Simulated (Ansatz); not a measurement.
# UCCSD/def2-TZVPPD run of SO (sulfur oxide)

What is the electronic atomisation energy of SO (sulfur oxide) at UCCSD/def2-TZVPPD? 

The results are computed with Ansatz 0.2.0.

36 further runs of the same task are left out: 4 that didn't finish, 32 set aside as unsound or not needed.

**1. Starting point**

SO: 2 atoms, total charge 0, spin state triplet. SMILES: `O=S`. The bond length is the measured one.

Bond lengths: O1–S2 1.481 Å.

**2. A single-point energy at UCCSD/def2-TZVPPD**

Contents of molecule.yaml:

```yaml
crystal:
  periodic: [false, false, false]
  atoms:
    - {symbol: O, position_ang: [0.000000, 0.000000, 0.000000]}
    - {symbol: S, position_ang: [0.000000, 0.000000, 1.481087]}
basis:
  gaussian:
    orbitals: def2-TZVPPD.json
magnetization:
  spin_polarized: true
  initial_magnetization: 2
correlation:
  method: ccsd
  frozen_orbitals: {O: 1, S: 5}
accuracy: high
scf:
  omitted_lower_state_checks: [cluster_reference, increment]
```

The basis set def2-TZVPPD is read from a file made from the Basis Set Exchange's data (not shown).

Started as:

```sh
$ ansatz run molecule.yaml --threads 1 --pin off --max-ram 3480MiB --events-out events.jsonl --progress --plain --runs-dir runs
```

The log of the run (excerpt; [...] marks lines left out):

```text
Warning: RAYON_NUM_THREADS=1 ignored (pool sized by the plan → 1); use --threads N
Functional definition: HF
  name "HF"
[...]
1205 factors; integrals over basis functions are off by at most 3.4e-9 eV
[...]
mean field -12854.83025606 eV, -472.4062985933 hartree, gradient 2.7e-8 eV, S^2 2.057642; 2 other end points of the search recorded, 0 dependent functions left out
6 core orbitals not correlated: weight in the atoms' cores, before any rotation towards them, 1.000 or more for the frozen orbitals, at most 0.000 for the correlated occupied ones
reference -12854.83025606 eV, -472.4062985933 hartree; 7, 5 occupied and 78, 80 virtual orbitals, 1205 factors
second order -10.23618077 eV of doubles, -0.00000000 eV of singles
cycle   1  -10.15372533 eV  change    8.2e-2 eV  update   9.4e-2
[...]
cycle  22  -10.60323614 eV  change  -6.7e-10 eV  update  7.4e-10
Total energy: -12865.43349220 eV, -472.7959603344 hartree
Checks for a lower state left out: cluster_reference, increment
```

Run time: 9.9 s. Hardware: 1 thread of Arm Neoverse V1, shared host; peak memory 0.65 GiB.

**3. The O atom at the same level**

Contents of job.yaml:

```yaml
basis:
  gaussian: {orbitals: def2-TZVPPD.json}
crystal:
  periodic: [false, false, false]
  atoms:
    - {symbol: O, position_ang: [0.000000, 0.000000, 0.000000]}
magnetization: {spin_polarized: true, initial_magnetization: 2}
correlation: {method: ccsd, frozen_orbitals: {O: 1}}
accuracy: high
scf: {omitted_lower_state_checks: [cluster_reference, increment]}
```

The basis set def2-TZVPPD is read from a file made from the Basis Set Exchange's data (not shown).

Run the same way, it converges to -74.97522 Eh (log not shown).

**4. The S atom**

Contents of job.yaml:

```yaml
crystal:
  periodic: [false, false, false]
  atoms:
    - {symbol: S, position_ang: [0.000000, 0.000000, 0.000000]}
basis:
  gaussian:
    orbitals: def2-TZVPPD.json
magnetization:
  spin_polarized: true
  initial_magnetization: 2
correlation:
  method: ccsd
  frozen_orbitals: {S: 5}
accuracy: high
scf:
  omitted_lower_state_checks: [cluster_reference, increment]
```

The basis set def2-TZVPPD is read from a file made from the Basis Set Exchange's data (not shown).

Started as:

```sh
$ ansatz run job.yaml --threads 1 --pin off --max-ram 3480MiB --events-out events.jsonl --progress --plain --runs-dir runs
```

The log of the run (excerpt; [...] marks lines left out):

```text
Warning: RAYON_NUM_THREADS=1 ignored (pool sized by the plan → 1); use --threads N
Functional definition: HF
  name "HF"
[...]
487 factors; integrals over basis functions are off by at most 2.5e-9 eV
[...]
mean field -10816.59005065 eV, -397.5023526134 hartree, gradient 2.6e-8 eV, S^2 2.012650; 3 other end points of the search recorded, 0 dependent functions left out
5 core orbitals not correlated: weight in the atoms' cores, before any rotation towards them, 1.000 or more for the frozen orbitals, at most 0.000 for the correlated occupied ones
reference -10816.59005065 eV, -397.5023526134 hartree; 4, 2 occupied and 42, 44 virtual orbitals, 487 factors
second order -3.18911006 eV of doubles, -0.00000000 eV of singles
cycle   1  -3.66669579 eV  change   -4.8e-1 eV  update   4.6e-2
[...]
cycle  17  -3.82677185 eV  change  -2.7e-10 eV  update  5.2e-10
Total energy: -10820.41682251 eV, -397.6429838851 hartree
Checks for a lower state left out: cluster_reference, increment
```

Wall time 1.1 s (1 thread of Arm Neoverse V1, shared host); peak memory 0.15 GiB.

**5. Outcome**

At UCCSD/def2-TZVPPD, 6 core orbitals frozen:

| quantity | value |
| --- | --- |
| molecule: total energy | -472.79596 Eh |
| molecule: correlation energy (6 core orbitals frozen) | -389.7 mEh |
| molecule: ⟨S²⟩ of the reference determinant | 2.058 |
| molecule: T1 diagnostic | 0.021 |
| O atom: total energy | -74.97522 Eh |
| O atom: correlation energy (1 core orbital frozen) | -159.3 mEh |
| O atom: ⟨S²⟩ of the reference determinant | 2.009 |
| O atom: T1 diagnostic | 0.008 |
| S atom: total energy | -397.64298 Eh |
| S atom: correlation energy (5 core orbitals frozen) | -140.6 mEh |
| S atom: ⟨S²⟩ of the reference determinant | 2.013 |
| S atom: T1 diagnostic | 0.010 |
| electronic atomisation energy | 4.837 eV |

In words: Taking the molecule apart into free atoms costs 4.84 eV (467 kJ/mol), before zero-point energy and without spin-orbit coupling.
